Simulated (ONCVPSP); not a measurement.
# Silicon: generating and testing an ONCV potential

Task: generate the file, and judge it by its errors in other configurations, its logarithmic derivatives, its ghosts and its cutoff.

Method: ONCVPSP 4.0.1.1 (patched build), PBEsol, scalar-relativistic.

### Step 1. The atom and the settings

The settings as typed:

* element: silicon (Si, Z = 14)
* type: optimised norm-conserving Vanderbilt (ONCV)
* frozen core: [Ne]
* valence charge: 4
* reference configuration: 3s2 3p2
* partial waves: 3s: rc 1.45 bohr, ncon 5, nbas 8, qcut 5.5 1/bohr, 2 projectors, debl 3.3 Ha; 3p: rc 1.55 bohr, ncon 3, nbas 6, qcut 5.4 1/bohr, 2 projectors, debl 2.6 Ha; d scattering state at 0.06 Ha: rc 1.35 bohr, ncon 4, nbas 7, qcut 7.3 1/bohr, local
* local potential: the d channel
* core correction: Teter function, fcfact 5.75, rcfact 1.1

### Step 2. The generation run

Si.dat reads:

```
# ATOM AND REFERENCE CONFIGURATION
# atsym  z   nc   nv     iexc    psfile
  Si 14.00    3    2  -116133      upf
#
#   n    l    f
    1    0    2.00
    2    0    2.00
    2    1    6.00
    3    0    2.00
    3    1    2.00
#
# PSEUDOPOTENTIAL AND OPTIMIZATION
# lmax
    2
#
#   l,   rc,      ep,       ncon, nbas, qcut
    0    1.45    0.00    5    8    5.50
    1    1.55    0.00    3    6    5.40
    2    1.35    0.06    4    7    7.30
#
# LOCAL POTENTIAL
# lloc, lpopt,  rc(5),   dvloc0
    2    5    1.35    0.00
#
# VANDERBILT-KLEINMAN-BYLANDER PROJECTORs
# l, nproj, debl
    0    2    3.30
    1    2    2.60
    2    0    3.30
#
# MODEL CORE CHARGE
# icmod, fcfact, rcfact
    3    5.75    1.10
#
# LOG DERIVATIVE ANALYSIS
# epsh1, epsh2, depsh
   -2.00    5.00    0.02
#
# OUTPUT GRID
# rlmax, drl
    6.00    0.01
#
# TEST CONFIGURATIONS
# ncnf
    4
# nvcnf
#   n    l    f
    2
    3    0    2.00
    3    1    1.00
#
    2
    3    0    2.00
    3    1    0.00
#
    2
    3    0    1.00
    3    1    0.00
#
    2
    3    0    2.00
    3    1    1.50
#
```

On the command line:

```console
$ oncvpsp.x < Si.dat > Si.out
```

**Question.** What will these runs give? Wanted: cutoffs for 1 and 0.1 mHa per electron, occupied waves; bound ghosts; GHOST(+) flags; largest test error; largest phase difference near zero energy, channels read; rms error of d²Exc/dn², without and with the model core.

The runs gave:

| quantity | value |
| --- | --- |
| cutoffs for 1 and 0.1 mHa per electron, occupied waves | 54 Ha and 75 Ha |
| bound ghosts | s at -148.01 eV |
| GHOST(+) flags | none at low energy |
| largest test error (AE − PS) | +21 meV, for 3s1 3p0 |
| largest phase difference near zero energy, channels read | 0.002 rad |
| rms error of d²Exc/dn², without and with the model core | 1.75 and 0.47 mHa |

A bound ghost (s) makes it unfit for use: electrons can fall into a state that the atom doesn't have. By total energies transferability is good: the largest error is 21 meV on 57.6 eV, for 3s1 3p0. Atomic tests can pass in spite of a ghost, since they solve only for the levels asked. By its cutoff, 54 Ha for the looser tolerance, it is hard. At the looser tolerance the 3s wave is the slowest; 3p needs 3 Ha. Near zero energy the phases of the channels with partial waves agree within 0.002 rad.
